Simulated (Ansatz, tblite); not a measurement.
# The cluster Li10+: rung by rung

Aim: run the doublet of the cluster Li10+ at one geometry on many levels, and compare frontier levels, spin and run time.

The runs use Ansatz 0.2.0, Gaussian basis; as each input shows.

Levels to be run: GFN1-xTB, GFN2-xTB, PBE/def2-TZVP, r2SCAN/def2-TZVP, B97M-V/def2-TZVP, BLYP/def2-TZVP, HSE06/def2-TZVP, revPBE/def2-TZVP, HF/def2-TZVP, LC-ωPBE(0.10)/def2-TZVP, LC-ωPBE(0.15)/def2-TZVP, LC-ωPBE(0.20)/def2-TZVP, LC-ωPBE(0.30)/def2-TZVP, PBE/def2-SVP, PBE0/def2-SVP, HF/STO-3G, HF/6-31G, B3LYP/6-31G, CCSD(T)/def2-TZVP, RPA/def2-TZVP.

## (1) The geometry

The geometry is that of the doublet, from an earlier relaxation (PBE/def2-TZVP).

10 atoms, charge 1, spin multiplicity 2.

Bond lengths: Li1–Li2 3.013 Å, Li2–Li3 3.025 Å, Li2–Li4 2.961 Å, Li2–Li5 2.960 Å, Li2–Li7 2.908 Å, Li2–Li8 2.904 Å, Li4–Li5 2.905 Å, Li4–Li7 2.996 Å, Li4–Li9 2.938 Å, Li5–Li8 3.003 Å, Li5–Li9 2.941 Å, Li7–Li8 2.883 Å, Li7–Li9 2.960 Å, Li7–Li10 3.046 Å, Li8–Li9 2.963 Å, Li8–Li10 3.033 Å. Angles: Li1–Li2–Li3 171.1°, Li1–Li2–Li4 65.0°, Li1–Li2–Li5 123.8°, Li1–Li2–Li7 63.3°, Li1–Li2–Li8 122.7°, Li3–Li2–Li4 123.2°, Li3–Li2–Li5 64.4°, Li3–Li2–Li7 122.5°, Li3–Li2–Li8 63.1°, Li4–Li2–Li5 58.8°, Li4–Li2–Li7 61.4°, Li4–Li2–Li8 90.5°, Li5–Li2–Li7 90.5°, Li5–Li2–Li8 61.6°, Li7–Li2–Li8 59.5°, Li2–Li4–Li5 60.6°, Li2–Li4–Li7 58.4°, Li2–Li4–Li9 89.5° and more.

The ion is computed in the gas phase, without counter-ions or solvent.

PBE0/def2-TZVP was run before; its log isn't repeated, and its numbers join the tables.

## (2) GFN1-xTB

Tight binding, by tblite at 300 K electronic temperature and without a spin-polarisation term:

```python
tblite.interface.Calculator('GFN1-xTB', numbers, positions, charge=1, uhf=1).singlepoint()
```

Energy -96.4682 eV; 0.006 s.

## (3) GFN2-xTB

Tight binding, by tblite at 300 K electronic temperature and without a spin-polarisation term:

```python
tblite.interface.Calculator('GFN2-xTB', numbers, positions, charge=1, uhf=1).singlepoint()
```

Energy -63.1841 eV; 0.038 s.

## (4) PBE/def2-TZVP

start.molden holds the orbitals of an earlier run on this state, given as this run's starting guess.

The input, in.yaml:

```yaml
crystal:
  periodic: [false, false, false]
  atoms:
    - {symbol: Li, position_ang: [-2.184633, -2.068450, -2.241387]}
    - {symbol: Li, position_ang: [-0.018829, 0.011964, -1.994902]}
    - {symbol: Li, position_ang: [2.077111, 2.182649, -2.203175]}
    - {symbol: Li, position_ang: [0.038590, -2.102879, 0.076747]}
    - {symbol: Li, position_ang: [2.092046, -0.048382, 0.078871]}
    - {symbol: Li, position_ang: [2.401524, -2.379417, 2.070153]}
    - {symbol: Li, position_ang: [-2.076112, 0.018691, 0.059697]}
    - {symbol: Li, position_ang: [-0.042825, 2.063033, 0.060257]}
    - {symbol: Li, position_ang: [0.011959, -0.028741, 2.157546]}
    - {symbol: Li, position_ang: [-2.381831, 2.375332, 1.965693]}
basis:
  gaussian: {orbitals: def2-TZVP, initial_orbitals: start.molden}
total_charge: 1
magnetization: {spin_polarized: true, initial_magnetization: 1}
hamiltonian: {xc: pbe}
scf: {omitted_lower_state_checks: [starts]}
output: {orbitals: {seedname: orbitals}}
```

Launch:

```console
$ ansatz run in.yaml --threads 4 --pin off --events-out ev --progress --plain --max-ram 3916MiB
```

Further steps of the session: r2SCAN/def2-TZVP; B97M-V/def2-TZVP; BLYP/def2-TZVP; HSE06/def2-TZVP; revPBE/def2-TZVP; HF/def2-TZVP; LC-ωPBE(0.10)/def2-TZVP; LC-ωPBE(0.15)/def2-TZVP; LC-ωPBE(0.20)/def2-TZVP; LC-ωPBE(0.30)/def2-TZVP; PBE/def2-SVP; PBE0/def2-SVP; HF/STO-3G; HF/6-31G; B3LYP/6-31G; CCSD(T)/def2-TZVP; RPA/def2-TZVP.

Before running them: what should the planned runs give, taken together? Wanted: gap in def2-TZVP, named functionals and Hartree-Fock, smallest and largest; gap over the ω; correlation energy, CCSD(T)/def2-TZVP; ⟨S²⟩ in def2-TZVP, named functionals and Hartree-Fock, smallest and largest; PBE0 total energy, smallest basis above largest.

The runs gave:

| quantity | value |
| --- | --- |
| gap in def2-TZVP, named functionals and Hartree-Fock, smallest and largest | 0.28 eV (B97M-V), 4.28 eV (HF) |
| gap over the ω (1/bohr) | 2.77 eV at 0.1, 3.95 eV at 0.3 |
| correlation energy, CCSD(T)/def2-TZVP | -13.32 eV |
| ⟨S²⟩ in def2-TZVP, named functionals and Hartree-Fock, smallest and largest | 0.757, 1.434 |
| PBE0 total energy, smallest basis above largest | 1.67 eV (def2-SVP, def2-TZVP) |

What this shows: Orbital gaps of the named functionals and Hartree-Fock in def2-TZVP span 0.28 eV (B97M-V) to 4.28 eV (HF); exact exchange widens it. Raising the ω (1/bohr) from 0.1 to 0.3 moves the HOMO by -0.50 eV and the LUMO by +0.68 eV. Over the named functionals and Hartree-Fock in def2-TZVP spin contamination reaches 0.68 (HF), so some levels may describe another state. Notes on CCSD(T)/def2-TZVP: large T1 diagnostic, spin contamination.
